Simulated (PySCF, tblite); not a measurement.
# C3H10B2ClN: geometry, infrared bands and NMR shifts

What infrared bands and NMR shifts should C3H10B2ClN (`CCCB(Cl)BN`) show?

Computed with tblite 0.8.0 and PySCF 2.14.0, with density-fitted response routines of our own, on a single molecule in the gas phase. Atoms are numbered from 0 throughout.

### Step 1. The starting structure

17 atoms, charge 0, multiplicity 1; geometry from: force field or distance geometry start.

Bonds of the start (Å): C0–C1 1.50, C1–C2 1.53, C2–B3 1.57, B3–Cl4 1.86, B3–B5 1.65, B5–N6 1.52, C0–H7 1.12, C0–H8 1.10, C0–H9 1.12, C1–H10 1.13, C1–H11 1.09, C2–H12 1.12, C2–H13 1.10, B5–H14 1.19, N6–H15 1.05, N6–H16 1.04.

### Step 2. Relaxing the molecule with GFN2-xTB

The job: settings as JSON, then the geometry in Å.

```
{"job": {"kind": "relax", "xc": "GFN2-xTB", "basis": "xTB"}, "charge": 0, "multiplicity": 1}
C     -2.724900     0.439500    -0.521300
C     -1.314300     0.011600    -0.773100
C     -0.538700     0.245900     0.525700
B      0.972500    -0.158400     0.401800
Cl     1.336900    -1.360100    -0.964700
B      2.202700     0.742300     1.032200
N      3.510600     0.773600     0.251700
H     -2.847800     0.625700     0.576000
H     -2.985400     1.380300    -1.037600
H     -3.408300    -0.383700    -0.853100
H     -1.362200    -1.090400    -1.019100
H     -0.837300     0.534500    -1.607200
H     -1.079100    -0.354000     1.302200
H     -0.599200     1.321400     0.724700
H      2.233100     1.147200     2.150100
H      4.107600    -0.026100     0.569200
H      3.326900     0.812100    -0.767300
```

Launch:

```
$ OMP_NUM_THREADS=1 python probes_run.py task.json out
```

This one command runs all jobs of the session in turn.

**Question.** This job is followed by: GFN2-xTB harmonic vibrations, gas phase; GIAO PBE0/pcSseg-1 NMR shielding, non-relativistic, gas phase. What will the session give for the following? strongest single infrared mode (GFN2-xTB); zero-point energy (GFN2-xTB); 13C shifts against TMS (PBE0/pcSseg-1); 1H shifts against TMS (PBE0/pcSseg-1, means over atoms taken as alike); 11B shifts against BF3·OEt2 (PBE0/pcSseg-1); 35Cl shifts against HCl (PBE0/pcSseg-1); 15N shifts against NH3 (PBE0/pcSseg-1).

The runs gave:

```
                                                              quantity                             value
                             strongest single infrared mode (GFN2-xTB)              651 cm⁻¹, 186 km/mol
                                          zero-point energy (GFN2-xTB)                     85.7 kcal/mol
                                13C shifts against TMS (PBE0/pcSseg-1)              39.5, 22.4, 19.0 ppm
1H shifts against TMS (PBE0/pcSseg-1, means over atoms taken as alike)  5.53, 4.41, 1.53, 1.45, 1.03 ppm
                           11B shifts against BF3·OEt2 (PBE0/pcSseg-1)                    89.6, 43.5 ppm
                               35Cl shifts against HCl (PBE0/pcSseg-1)                           314 ppm
                                15N shifts against NH3 (PBE0/pcSseg-1)                         121.3 ppm
```

The optimisation took 166 steps and gained 1.791 eV; among the close pairs (by a distance rule), B5–N6 changed most, from 1.523 to 1.384 Å. All 45 modes are real, so the xTB geometry is a minimum. The strongest single mode, at 651 cm⁻¹, moves mainly H16 and H15. Unscaled tight-binding wavenumbers are off by several per cent, some by more. Its intensities can rank the bands wrongly. At PBE0/pcSseg-1: The largest span, 789 ppm, is at Cl4, where the paramagnetic term is -514 ppm.
